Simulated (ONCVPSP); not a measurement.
# Pseudopotential generation for K: ONCV, PBE

Task: generate the file, and judge it by its errors in other configurations, its logarithmic derivatives, its ghosts and its cutoff.

Program: ONCVPSP 4.0.1. Reference atom: PBE, scalar-relativistic, spherical and spin-unpolarised. All values are calculated.

### Step 1. The atom and the settings

The settings as typed:

```
element                 : potassium (K, Z = 19)
type                    : optimised norm-conserving Vanderbilt (ONCV)
frozen core             : [Ne]
valence charge          : 9
reference configuration : 3s2 3p6 4p1
partial waves           : 3s: rc 1.35 bohr, ncon 4, nbas 7, qcut 5 1/bohr, 1 projector; 3p+4p: rc 2.80 bohr, ncon 4, nbas 8, qcut 4.7 1/bohr, 2 projectors; d scattering state at 0.2 Ha: rc 2.80 bohr, ncon 4, nbas 8, qcut 3.1 1/bohr, 1 projector
local potential         : polynomial inside 1.10 bohr (lpopt 5, dvloc0 0 Ha)
core correction         : not asked for
```

The outer shells as boxes (Hund's rule for the drawing; the calculation is spin-unpolarised):

```
[Ne] core
3s [↑↓]
3p [↑↓][↑↓][↑↓]
4p [↑ ][  ][  ]
```

### Step 2. Generation

K.dat

```
# ATOM AND REFERENCE CONFIGURATION
# atsym  z   nc   nv     iexc    psfile
  K 19.00    3    3        4      upf
#
#   n    l    f
    1    0    2.00
    2    0    2.00
    2    1    6.00
    3    0    2.00
    3    1    6.00
    4    1    1.00
#
# PSEUDOPOTENTIAL AND OPTIMIZATION
# lmax
    2
#
#   l,   rc,      ep,       ncon, nbas, qcut
    0    1.35    0.00    4    7    5.00
    1    2.80    0.00    4    8    4.70
    2    2.80    0.20    4    8    3.10
#
# LOCAL POTENTIAL
# lloc, lpopt,  rc(5),   dvloc0
    4    5    1.10    0.00
#
# VANDERBILT-KLEINMAN-BYLANDER PROJECTORs
# l, nproj, debl
    0    1    2.30
    1    2    2.00
    2    1    1.50
#
# MODEL CORE CHARGE
# icmod, fcfact, rcfact
    0    0.00    0.00
#
# LOG DERIVATIVE ANALYSIS
# epsh1, epsh2, depsh
   -3.00    5.00    0.02
#
# OUTPUT GRID
# rlmax, drl
    6.00    0.01
#
# TEST CONFIGURATIONS
# ncnf
    4
# nvcnf
#   n    l    f
    4
    3    0    2.00
    3    1    6.00
    4    1    0.00
    4    0    1.00
#
    3
    3    0    2.00
    3    1    6.00
    4    1    0.00
#
    4
    3    0    2.00
    3    1    6.00
    4    1    0.00
    4    0    0.50
#
    4
    3    0    2.00
    3    1    5.00
    4    1    0.00
    4    0    1.00
#
```

On the command line:

```
$ oncvpsp.x < K.dat > K.out
```

**Question.** What will these runs give? Wanted: cutoffs for 1 and 0.1 mHa per electron, occupied waves; bound ghosts; GHOST(+) flags; largest test error; largest phase difference near zero energy, channels read.

**Answer**, as computed:

| quantity | value |
| --- | --- |
| cutoffs for 1 and 0.1 mHa per electron, occupied waves | 56 Ha and 69 Ha |
| bound ghosts | none found |
| GHOST(+) flags | none at low energy |
| largest test error (AE − PS) | +261 meV, for 3s2 3p5 4s1 4p0 |
| largest phase difference near zero energy, channels read | 0.086 rad |

The worst unpolarised test, 3s2 3p5 4s1 4p0, is off by 261 meV on 23.4 eV; by total energies transferability rates as poor. It counts as hard, with 56 Ha needed at the looser tolerance. At the looser tolerance the 3s wave is the slowest; 3p needs 8 Ha. It is free of bound ghosts as far as tested. Of the channels read, d scatters worst near zero energy, by up to 0.09 rad. All of this concerns the isolated atom, not yet a solid.
